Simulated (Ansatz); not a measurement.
# SnO2: the cost of one run

Program: Ansatz 0.2.0. Level of theory: DFT r2SCAN, scalar-relativistic, plane waves, PAW. These are calculated values, not measurements.

## (1) Starting point

Symmetry: R-3m, No. 166, trigonal system. The conventional cell has a = 3.234 Å, b = 3.234 Å, c = 14.402 Å, α = 90.00°, β = 90.00°, γ = 120.00°. Sn (site symmetry -3m) has 6 O at 2.13 Å as nearest neighbours. O (site symmetry 3m) has 3 Sn at 2.13 Å as nearest neighbours.

As a file:

```xyz
3
Lattice="1.6171 0.9336 4.8006 -1.6171 0.9336 4.8006 0.0000 -1.8673 4.8006" Properties=species:S:1:pos:R:3 pbc="T T T"
Sn    0.0000    0.0000    7.2009
O     0.0000    0.0000    3.4157
O     0.0000    0.0000   10.9861
```

It goes back to an entry of the Materials Project, which need not be the stable form.

The cell is taken as given, not relaxed at this level.

## (2) Zero of energy

The reference gives a free energy of -7175.5234 eV, pressure -7.18 GPa, largest force 0.631 eV/Å and gap on the mesh 2.44 eV. It was computed beforehand with the settings of the runs below.

## (3) Next: biaxial against axial strain

The cell is strained by p along both x and y and by q along z, with fractional coordinates fixed.

## (4) Point p = -0.050, q = -0.050

input.yaml reads:

```yaml
crystal:
  lattice:
    - [1.5362384215, 0.8869476662, 4.5605629548]
    - [-1.5362384215, 0.8869476662, 4.5605629548]
    - [0.0, -1.7738953323, 4.5605629548]
  atoms:
    - { symbol: Sn, position: [0.5, 0.5, 0.5] }
    - { symbol: O, position: [0.23717, 0.23717, 0.23717] }
    - { symbol: O, position: [0.76283, 0.76283, 0.76283] }
basis:
  ecutwfc: 500
kpoints:
  mp_grid: { grid: [12, 12, 12] }
hamiltonian:
  xc: r2scan
scf:
  occupations: { method: gaussian, width: 0.05 }
output:
  forces: true
  stress: true
  eigenvalues: true
  write_density: true
  write_potential: true
  elf: true
  volumetric_format: npy
```

Command:

```sh
$ ansatz run input.yaml --threads 1 --pin off --max-ram 2560MiB --backend cpu --events-out ev --progress --plain --runs-dir out
```

Q: Estimate wall time and peak memory on 1 thread of Intel Xeon Platinum 8259CL at 2.50GHz (Skylake/Cascade Lake), shared host.

About 27 s, with a peak of 0.54 GiB.
